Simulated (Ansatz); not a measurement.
## TiOs, space group Pm-3m: a displacement scan with seeded SCF runs, step by step

With Ansatz's Python interface.

The cells in order, each with its output:

```python
import warnings

import ansatz
from ase import Atoms
import numpy as np
from tabulate import tabulate
```

```python
KGRID = (6, 6, 6)
N_EMPTY = 8
XC = "pbesol"
```

```python
warnings.simplefilter("ignore", ansatz.DeckWarning)
```

```python
atoms = Atoms(
    ["Ti", "Os"],
    scaled_positions=[
        (0.5, 0.5, 0.5),
        (0.0, 0.0, 0.0),
    ],
    cell=[
        (3.08, 0.0, 0.0),
        (0.0, 3.08, 0.0),
        (0.0, 0.0, 3.08),
    ],
    pbc=True,
)
tios = ansatz.Crystal.from_ase(atoms)
```

```python
[site.symbol for site in tios.resolved().sites]
```

    ['Ti', 'Os']

```python
start = np.array(tios.resolved().sites[0].position)
previous, rows = None, []
for step in range(5):
    target = start + step * 0.01 * np.eye(3)[1]
    calc = (
        tios.move(0, to=target).calculation()
        .kpoints(*KGRID, center="monkhorst-pack")
        .scf(extra_bands=N_EMPTY)
        .occupations(ansatz.OccupationsMethod.GAUSSIAN)
        .functional(XC)
        .forces()
    )
    session = calc.session()
    if previous is not None:
        session.seed_next_step(previous)
    previous = session.plan(retain="wavefunctions").execute()
    data = previous.report
    shift = float(np.linalg.norm((target - start) @ np.array(data["lattice"]["cell_ang"])))
    rows.append((step, shift, data["lagrangian_ev"], float(np.linalg.norm(data["forces_ev_ang"][0])), data["n_iterations"], data["n_symmetry_ops"]))
rows = [(row[0], row[1], 1000 * (row[2] - rows[0][2]), *row[3:]) for row in rows]
print(tabulate(rows, headers=["step", "moved A", "dE meV", "force on it eV/A", "iterations", "symmetry operations"], floatfmt=".4f", tablefmt="simple"))
```

      step    moved A    dE meV    force on it eV/A    iterations    symmetry operations
    ------  ---------  --------  ------------------  ------------  ---------------------
         0     0.0000    0.0000              0.0000             6                     48
         1     0.0308    2.7046              0.1761             6                      8
         2     0.0616   10.9015              0.3575             6                      8
         3     0.0924   24.8228              0.5483             6                      8
         4     0.1232   44.7995              0.7509             6                      8

Caveats:
- These settings explore the input space; cutoff and mesh may be short of convergence.
- Spin-orbit coupling, which matters for elements this heavy, is left out.
- The starting cell is as deposited in a crystallographic database; the results hold for this polymorph, which needn't be the stable one.
- The first step keeps the crystal's symmetry; the moved atom lowers it.
- Run time: 6.1 s on 1 thread of Arm Neoverse V2, with other jobs on the host, peak memory 0.37 GiB.

(Lines on the test bed's own set-up are left out of the output.)
